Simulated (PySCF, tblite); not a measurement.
# C₁₇H₁₇ClF₂: electronic excitations, NMR shifts

Aim: compute the electronic excitations, NMR shifts of C₁₇H₁₇ClF₂ (`CCCCCc1ccc(-c2ccc(Cl)c(F)c2)c(F)c1`).

Programs: tblite 0.8.0 and PySCF 2.14.0, with routines of our own; each step states its level. All values are computed. Atoms count from 0.

## (1) The system as given

37 atoms, charge 0, multiplicity 1; geometry from: force field, distance geometry or constructed start.

## (2) Relaxing the molecule with GFN2-xTB

The job: settings as JSON, then the geometry in Å.

```
{"job": {"kind": "relax", "xc": "GFN2-xTB", "basis": "xTB"}, "charge": 0, "multiplicity": 1}
C     -4.359700    -1.684700     1.721000
C     -4.036700    -0.245400     1.334300
C     -3.477700    -0.165900    -0.081800
C     -3.225400     1.277300    -0.558800
C     -2.154800     2.037500     0.237400
C     -0.777000     1.437500     0.127700
C     -0.188300     0.797900     1.224100
C      1.092600     0.234000     1.128500
C      1.823800     0.289900    -0.071600
C      3.161900    -0.307400    -0.167500
C      4.249900     0.421300    -0.688700
C      5.528100    -0.143200    -0.775700
C      5.738400    -1.447700    -0.341200
Cl     7.317900    -2.135700    -0.458700
C      4.675300    -2.178000     0.167000
F      4.853100    -3.444400     0.592200
C      3.403300    -1.622300     0.257600
C      1.217800     0.940300    -1.158800
F      1.860300     1.033300    -2.331100
C     -0.051200     1.509000    -1.064000
H     -3.475500    -2.312800     1.676400
H     -4.756500    -1.721300     2.743800
H     -5.118400    -2.098100     1.059200
H     -3.309200     0.139700     2.056700
H     -4.937800     0.367200     1.428500
H     -4.213400    -0.619200    -0.768000
H     -2.565400    -0.756600    -0.165100
H     -4.164900     1.837300    -0.496100
H     -2.947400     1.243000    -1.616000
H     -2.103200     3.068000    -0.142600
H     -2.445500     2.134700     1.284200
H     -0.723800     0.729400     2.174000
H      1.513400    -0.249800     2.004200
H      4.111300     1.446500    -1.022900
H      6.351400     0.448400    -1.184200
H      2.598500    -2.236300     0.649000
H     -0.472200     1.998400    -1.945900
```

Run with:

```
> OMP_NUM_THREADS=1 python large_run.py task.json out
```

One launch serves the whole session: the jobs run in the order shown.

The log of the run:

```text
step      E/eV     max force
  0   -1608.11552    0.993
  1   -1608.16708    0.401
  2   -1608.18353    0.266
  3   -1608.19808    0.173
  4   -1608.20277    0.135
  5   -1608.20516    0.091
  6   -1608.20602    0.076
  7   -1608.20912    0.083
  8   -1608.21008    0.074
  9   -1608.21214    0.072
 10   -1608.21397    0.078
 11   -1608.21575    0.083
 12   -1608.21679    0.084
 13   -1608.21754    0.072
 14   -1608.21826    0.052
 15   -1608.21899    0.059
 16   -1608.21962    0.052
 17   -1608.22013    0.041
 18   -1608.22057    0.038
 19   -1608.22099    0.040
 20   -1608.22140    0.043
 21   -1608.22187    0.049
 22   -1608.22250    0.055
 23   -1608.22333    0.056
 24   -1608.22418    0.055
 25   -1608.22481    0.051
 26   -1608.22523    0.042
 27   -1608.22561    0.044
 28   -1608.22601    0.041
 29   -1608.22641    0.035
 30   -1608.22678    0.034
 31   -1608.22710    0.033
 32   -1608.22739    0.035
 33   -1608.22766    0.030
 34   -1608.22791    0.027
 35   -1608.22819    0.031
 36   -1608.22854    0.048
 37   -1608.22894    0.046
 38   -1608.22928    0.030
 39   -1608.22952    0.029
 40   -1608.22971    0.029
 41   -1608.22996    0.042
 42   -1608.23029    0.043
 43   -1608.23063    0.038
 44   -1608.23087    0.031
 45   -1608.23102    0.025
 46   -1608.23116    0.025
 47   -1608.23131    0.029
 48   -1608.23147    0.026
 49   -1608.23159    0.019
```

Wall time 1.8 s (1 thread of Arm Neoverse N1, shared host); peak memory 0.19 GiB.

The steps of the relaxation:

```
step  energy from step 0 (eV)  largest force (eV/Å)
   0                   0.0000                0.9936
   1                  -0.0516                0.4010
   2                  -0.0680                0.2653
   3                  -0.0826                0.1728
   4                  -0.0873                0.1353
   5                  -0.0896                0.0911
   6                  -0.0905                0.0758
   7                  -0.0936                0.0828
   8                  -0.0946                0.0742
  11                  -0.1002                0.0829
  14                  -0.1027                0.0520
  18                  -0.1050                0.0380
  21                  -0.1064                0.0488
  24                  -0.1087                0.0553
  28                  -0.1105                0.0409
  31                  -0.1116                0.0325
  34                  -0.1124                0.0269
  38                  -0.1138                0.0296
  41                  -0.1144                0.0418
  45                  -0.1155                0.0246
  46                  -0.1156                0.0251
  47                  -0.1158                0.0286
  48                  -0.1159                0.0265
  49                  -0.1161                0.0184
```

Close pairs (by a distance rule), those that changed most:

```
   bond  before (Å)  after (Å)  change (Å)
  C6–C7       1.403      1.382      -0.021
C10–C11       1.400      1.381      -0.019
 C9–C10       1.409      1.393      -0.016
C11–H34       1.093      1.078      -0.015
C17–C19       1.394      1.379      -0.015
C19–H36       1.093      1.079      -0.014
  C7–C8       1.406      1.393      -0.013
  C2–C3       1.541      1.528      -0.013
```

The final coordinates are the input of the step that follows.

## (3) Electronic excitations: TDDFT B3LYP/6-31G*

The job: settings as JSON, then the geometry in Å.

```
{"job": {"kind": "uv", "basis": "6-31G*", "grid": 1, "kgrid": 0, "vcut": 1.5, "nstates": 8, "ntriplets": 3, "tda": false, "delta": ["ip_vertical", "ea_vertical"], "pop": true, "xc": "B3LYP"}, "charge": 0, "multiplicity": 1}
C     -4.347099    -1.672493     1.715541
C     -4.000621    -0.237597     1.336991
C     -3.370484    -0.159711    -0.052765
C     -3.180734     1.272058    -0.552138
C     -2.133587     2.067049     0.240967
C     -0.773528     1.443224     0.141072
C     -0.214661     0.735187     1.198400
C      1.032826     0.151960     1.085344
C      1.780368     0.260685    -0.085026
C      3.125191    -0.325008    -0.186286
C      4.179668     0.399549    -0.737107
C      5.448883    -0.140263    -0.811602
C      5.693134    -1.421858    -0.341630
Cl     7.273636    -2.106888    -0.434319
C      4.639868    -2.144305     0.207372
F      4.848177    -3.389991     0.669989
C      3.369970    -1.609721     0.290246
C      1.199766     0.967590    -1.136170
F      1.859498     1.081480    -2.310776
C     -0.048235     1.546933    -1.039360
H     -3.458646    -2.299714     1.683627
H     -4.761533    -1.714882     2.720383
H     -5.080391    -2.083839     1.025009
H     -3.313880     0.167532     2.082268
H     -4.908595     0.370255     1.355919
H     -4.018166    -0.685721    -0.758951
H     -2.406217    -0.673630    -0.044777
H     -4.134677     1.801147    -0.496691
H     -2.877305     1.239916    -1.600512
H     -2.094720     3.082285    -0.161711
H     -2.437854     2.129116     1.285706
H     -0.760041     0.645315     2.126255
H      1.457114    -0.376510     1.925715
H      4.010785     1.400867    -1.099951
H      6.261082     0.428407    -1.234998
H      2.577755    -2.209407     0.709711
H     -0.443895     2.082837    -1.888586
```

Method: TDDFT B3LYP/6-31G*, vertical, gas phase, core orbitals frozen in the response, virtual orbitals cut by energy.

The log of the run:

```text
start: PBE on a coarse grid of 31049 points
cycle   1  E = -1316.5986926292  dE =  2.768e+00  |g| = 1.003e+00  |ddm| = 6.395e+00
cycle   2  E = -1316.2330899840  dE =  3.656e-01  |g| = 1.598e+00  |ddm| = 2.902e+00
cycle   3  E = -1316.8147973012  dE = -5.817e-01  |g| = 3.369e-01  |ddm| = 1.982e+00
cycle   4  E = -1316.8456405872  dE = -3.084e-02  |g| = 9.017e-02  |ddm| = 4.869e-01
cycle   5  E = -1316.8476481225  dE = -2.008e-03  |g| = 3.176e-02  |ddm| = 1.329e-01
cycle   6  E = -1316.8478681922  dE = -2.201e-04  |g| = 1.162e-02  |ddm| = 4.860e-02
cycle   7  E = -1316.8478947262  dE = -2.653e-05  |g| = 6.076e-03  |ddm| = 1.927e-02
final grid: 134547 points
cycle   8  E = -1317.9098952706  dE = -5.331e-03  |g| = 9.931e-02  |ddm| = 4.122e-01
cycle   9  E = -1317.9070988228  dE =  2.796e-03  |g| = 1.613e-01  |ddm| = 2.788e-01
cycle  10  E = -1317.9116548180  dE = -4.556e-03  |g| = 9.974e-03  |ddm| = 1.674e-01
cycle  11  E = -1317.9116749572  dE = -2.014e-05  |g| = 4.984e-03  |ddm| = 1.614e-02
cycle  12  E = -1317.9116821796  dE = -7.222e-06  |g| = 1.647e-03  |ddm| = 7.041e-03
cycle  13  E = -1317.9116849340  dE = -2.754e-06  |g| = 3.707e-04  |ddm| = 2.027e-03
cycle  14  E = -1317.9116837935  dE =  1.140e-06  |g| = 1.465e-04  |ddm| = 5.747e-04
cycle  15  E = -1317.9116830904  dE =  7.031e-07  |g| = 2.585e-05  |ddm| = 1.955e-04
converged SCF energy = -1317.9116830904
Vertical ionisation energy (delta-SCF) = 7.7868 eV   <S^2> = 0.758

Static polarisability (au): isotropic 190.926, principal 105.084 169.666 298.029

Singlet excitations
state   eV       nm        f      main configurations
  1   4.7618    260.4   0.52895   H->L 0.86
  2   5.0120    247.4   0.00041   H->L+1 0.43, H-1->L 0.40
  3   5.1158    242.4   0.16827   H->L+2 0.36, H-2->L 0.32, H->L 0.11
  4   5.5164    224.8   0.02650   H-1->L 0.30, H->L+1 0.26, H-3->L 0.15
  5   5.7330    216.3   0.01598   H->L+2 0.39, H-2->L 0.38
  6   5.8704    211.2   0.02420   H-3->L 0.47, H-1->L+1 0.15, H-1->L+2 0.11
  7   6.0178    206.0   0.02006   H-1->L+1 0.56, H-2->L+2 0.24
  8   6.1174    202.7   0.00195   H->L+4 0.83

Triplet excitations (Tamm-Dancoff, eV): 3.6065 4.2677 4.4757
```

Wall time 2.5 min (1 thread of Arm Neoverse N1, shared host); peak memory 0.66 GiB.

The orbitals next to the gap, with their largest atomic shares:

```
orbital     eV                         atoms
 HOMO−4  -8.59   Cl13 21 %, C2 16 %, C1 14 %
 HOMO−3  -7.39  C11 17 %, Cl13 15 %, C8 12 %
 HOMO−2  -7.06  C16 23 %, C14 16 %, C10 15 %
 HOMO−1  -6.93   C6 23 %, C19 18 %, C17 16 %
   HOMO  -6.22    C12 13 %, C8 12 %, C5 11 %
   LUMO  -1.02    C12 15 %, C9 14 %, C5 13 %
 LUMO+1  -0.27  C11 22 %, C10 18 %, C16 17 %
 LUMO+2  -0.20   C17 18 %, C6 17 %, C19 17 %
 LUMO+3   0.43     C5 16 %, C8 14 %, C9 13 %
```

With each of the 8 states as a Gaussian band of 0.4 eV half-width at 1/e, the curve within the window shown has maxima at 257 nm (ε 25,000) L/(mol cm). Beyond the last state computed it falls off for lack of states. The curve at chosen wavelengths:

```
 nm  ε (L/mol/cm)
193           537
197          1035
201          1657
205          2280
210          2908
214          3308
218          3778
222          4544
226          5826
230          7767
235         11130
239         14388
243         17821
247         20998
251         23456
255         24801
260         24618
264         23042
268         20488
272         17351
276         14037
280         10881
285          7488
289          5333
293          3675
297          2457
```

Further results of this job:

```
           property  computed
  dipole moment (D)      3.74
polarisability (Å³)     28.29
 HOMO–LUMO gap (eV)      5.20
      −ε(HOMO) (eV)      6.22
```

## (4) NMR shifts: GIAO B97-D/pcSseg-1

Settings changed since step 3:

```diff
@@ -1,2 +1,2 @@
-{"job": {"kind": "uv", "basis": "6-31G*", "grid": 1, "kgrid": 0, "vcut": 1.5, "nstates": 8, "ntriplets": 3, "tda": false, "delta": ["ip_vertical", "ea_vertical"], "pop": true, "xc": "B3LYP"}, "charge": 0, "multiplicity": 1}
+{"job": {"kind": "nmr", "basis": "pcSseg-1", "pop": false, "xc": "B97-D"}, "charge": 0, "multiplicity": 1}
 C     -4.347099    -1.672493     1.715541
```

With the program's defaults for keys left out, this is: GIAO B97-D/pcSseg-1 NMR shielding, non-relativistic, gas phase.

The log of the run:

```text
start: PBE on a coarse grid of 31049 points
cycle   1  E = -1316.1881648885  dE =  2.737e+00  |g| = 9.763e-01  |ddm| = 6.296e+00
cycle   2  E = -1315.7998671981  dE =  3.883e-01  |g| = 1.603e+00  |ddm| = 2.626e+00
cycle   3  E = -1316.3886762805  dE = -5.888e-01  |g| = 3.307e-01  |ddm| = 1.858e+00
cycle   4  E = -1316.4174731765  dE = -2.880e-02  |g| = 1.006e-01  |ddm| = 4.851e-01
cycle   5  E = -1316.4198998389  dE = -2.427e-03  |g| = 3.365e-02  |ddm| = 1.348e-01
cycle   6  E = -1316.4201189863  dE = -2.191e-04  |g| = 1.395e-02  |ddm| = 5.305e-02
cycle   7  E = -1316.4201565451  dE = -3.756e-05  |g| = 7.599e-03  |ddm| = 2.343e-02
final grid: 284268 points
cycle   8  E = -1317.2079380855  dE = -1.500e-03  |g| = 1.524e-01  |ddm| = 4.111e-01
cycle   9  E = -1317.1970351428  dE =  1.090e-02  |g| = 2.900e-01  |ddm| = 4.788e-01
cycle  10  E = -1317.2110628186  dE = -1.403e-02  |g| = 3.654e-02  |ddm| = 3.498e-01
cycle  11  E = -1317.2112616238  dE = -1.988e-04  |g| = 2.167e-02  |ddm| = 6.011e-02
cycle  12  E = -1317.2113908728  dE = -1.292e-04  |g| = 3.478e-03  |ddm| = 2.594e-02
cycle  13  E = -1317.2113952250  dE = -4.352e-06  |g| = 9.507e-04  |ddm| = 5.365e-03
cycle  14  E = -1317.2113957446  dE = -5.196e-07  |g| = 3.108e-04  |ddm| = 1.103e-03
cycle  15  E = -1317.2113970358  dE = -1.291e-06  |g| = 1.706e-04  |ddm| = 4.993e-04
cycle  16  E = -1317.2113963400  dE =  6.958e-07  |g| = 3.380e-05  |ddm| = 2.340e-04
converged SCF energy = -1317.2113963400

GIAO shielding tensors (ppm)
atom      isotropic    diamagn.    paramagn.     s11        s22        s33       span
  0 C      163.575     243.895     -80.320    152.161    156.164    182.400     30.239
  1 C      153.997     249.089     -95.092    138.379    159.686    163.926     25.547
  2 C      148.927     250.699    -101.772    131.737    147.785    167.258     35.521
  3 C      143.602     249.913    -106.311    134.980    141.925    153.901     18.921
  4 C      144.177     249.070    -104.893    131.875    134.694    165.962     34.087
  5 C       36.778     266.617    -229.839    -49.081     -3.351    162.765    211.846
  6 C       56.717     257.076    -200.359    -42.713     56.845    156.019    198.732
  7 C       52.746     257.126    -204.381    -39.923     43.925    154.235    194.158
  8 C       55.139     268.278    -213.140     -3.363     16.289    152.490    155.854
  9 C       44.949     254.205    -209.256    -37.251     16.173    155.925    193.176
 10 C       55.919     248.567    -192.648    -36.870     44.342    160.286    197.155
 11 C       51.691     251.032    -199.341    -38.192     46.365    146.901    185.093
 12 C       54.333     256.874    -202.540     -8.738     55.156    116.582    125.319
 13 Cl     730.977    1138.242    -407.265    536.483    705.578    950.870    414.387
 14 C       17.836     256.458    -238.622    -51.274     25.556     79.226    130.500
 15 F      274.130     471.416    -197.285    201.448    266.156    354.786    153.338
 16 C       65.931     255.488    -189.557     -8.770     57.648    148.914    157.684
 17 C       16.450     255.704    -239.254    -52.525     28.473     73.400    125.925
 18 F      282.678     481.209    -198.531    200.021    273.786    374.229    174.208
 19 C       66.038     258.681    -192.643    -11.114     56.244    152.985    164.099
 20 H       30.960      32.645      -1.685     26.294     30.539     36.048      9.754
 21 H       30.488      25.588       4.900     26.250     27.537     37.677     11.427
 22 H       30.883      26.927       3.956     26.871     28.787     36.990     10.119
 23 H       30.007      35.544      -5.537     25.086     31.606     33.329      8.243
 24 H       30.759      28.597       2.163     25.733     30.866     35.679      9.946
 25 H       30.683      32.953      -2.270     25.523     30.552     35.974     10.450
 26 H       30.636      38.512      -7.876     26.089     30.365     35.452      9.363
 27 H       30.062      29.912       0.150     25.543     28.860     35.784     10.241
 28 H       29.975      34.313      -4.338     25.079     29.569     35.278     10.200
 29 H       28.911      30.822      -1.911     24.290     28.030     34.413     10.123
 30 H       29.155      33.868      -4.713     26.907     28.154     32.404      5.497
 31 H       24.753      37.634     -12.881     21.515     23.520     29.225      7.710
 32 H       24.588      36.514     -11.925     20.152     23.474     30.138      9.986
 33 H       24.457      33.536      -9.079     19.582     23.368     30.421     10.839
 34 H       24.408      27.668      -3.260     20.038     24.329     28.858      8.820
 35 H       24.657      36.230     -11.574     19.987     23.661     30.321     10.333
 36 H       24.774      35.970     -11.196     20.687     23.562     30.073      9.386
```

Run time: 73 s. Hardware: 1 thread of Arm Neoverse N1, shared host; peak memory 0.62 GiB.

The references, computed at this level on geometries of the same kind, shield at (ppm): 1H TMS 31.85, 13C TMS 181.8, 19F CFCl3 148.0. Their shielding less the atom's gives the shift. The references are single molecules in the gas phase, so shifts against H2O, NH3, PH3, H3PO4 or CFCl3 are not on the usual liquid scales and can be off by tens of ppm. Atoms listed in one row are averaged.

```
        atoms                                 environment  σ (ppm)  δ (ppm)
          C17            aromatic carbon bearing fluorine     16.4    165.3
          C14            aromatic carbon bearing fluorine     17.8    163.9
           C5                 substituted aromatic carbon     36.8    145.0
           C9                 substituted aromatic carbon     44.9    136.8
          C11                                 aromatic CH     51.7    130.1
           C7                                 aromatic CH     52.7    129.0
          C12            aromatic carbon bearing chlorine     54.3    127.4
           C8                 substituted aromatic carbon     55.1    126.6
          C10                                 aromatic CH     55.9    125.8
           C6                                 aromatic CH     56.7    125.0
          C16                                 aromatic CH     65.9    115.8
          C19                                 aromatic CH     66.0    115.7
           C3                                     sp3 CH2    143.6     38.2
           C4                 sp3 CH2 on an aromatic ring    144.2     37.6
           C2                                     sp3 CH2    148.9     32.8
           C1                                     sp3 CH2    154.0     27.8
           C0                               methyl carbon    163.6     18.2
          H34                  hydrogen on an aromatic CH    24.41     7.44
          H33                  hydrogen on an aromatic CH    24.46     7.39
          H32                  hydrogen on an aromatic CH    24.59     7.26
          H35                  hydrogen on an aromatic CH    24.66     7.19
          H31                  hydrogen on an aromatic CH    24.75     7.10
          H36                  hydrogen on an aromatic CH    24.77     7.07
     H29, H30  hydrogen on an sp3 CH2 on an aromatic ring    29.03     2.82
     H27, H28                      hydrogen on an sp3 CH2    30.02     1.83
     H23, H24                      hydrogen on an sp3 CH2    30.38     1.47
     H25, H26                      hydrogen on an sp3 CH2    30.66     1.19
H20, H21, H22                 hydrogen on a methyl carbon    30.78     1.07
         Cl13                        chlorine bonded to C      731        –
          F15                               aryl fluorine    274.1   -126.1
          F18                               aryl fluorine    282.7   -134.7
```

Ring of atoms C5, C6, C7, C8, C17, C19: NICS(0) -9.1, NICS(1) -10.0, NICS(1)zz -23.9 ppm (means of both faces).

Ring of atoms C9, C10, C11, C12, C14, C16: NICS(0) -9.5, NICS(1) -10.0, NICS(1)zz -23.3 ppm (means of both faces).

## (5) What came out

| quantity | value |
| --- | --- |
| lowest singlet (B3LYP/6-31G*) | 4.76 eV (260 nm), f = 0.529 |
| lowest triplet | 3.61 eV |
| vertical ionisation energy (ΔSCF) | 7.79 eV |
| 13C shifts against TMS (B97-D/pcSseg-1) | 165.3, 163.9, 145.0, 136.8, 130.1, 129.0, 127.4, 126.6, 125.8, 125.0, 115.8, 115.7, 38.2, 37.6 ppm and more |
| 1H shifts against TMS (B97-D/pcSseg-1, means over atoms taken as alike) | 7.44, 7.39, 7.26, 7.19, 7.10, 7.07, 2.82, 1.83, 1.47, 1.19, 1.07 ppm |
| 19F shifts against CFCl3 (B97-D/pcSseg-1) | -126.1, -134.7 ppm |
| shieldings of Cl (B97-D/pcSseg-1) | Cl13 731.0 ppm |

What this shows: The first singlet state (HOMO→LUMO 0.86) lies at 4.76 eV and is bright. The lowest triplet lies 1.16 eV below the lowest singlet (triplets in Tamm-Dancoff, singlets in full TDDFT). ΔSCF puts the ionisation energy at 7.79 eV, 1.56 eV above −ε(HOMO). At B97-D/pcSseg-1: The widest tensor belongs to Cl13: span 414 ppm, with a paramagnetic part of -407 ppm. NICS(1)zz of -24 ppm above the planar ring from C5 marks a diatropic (aromatic) ring current. NICS(1)zz of -23 ppm above the planar ring from C9 marks a diatropic (aromatic) ring current.
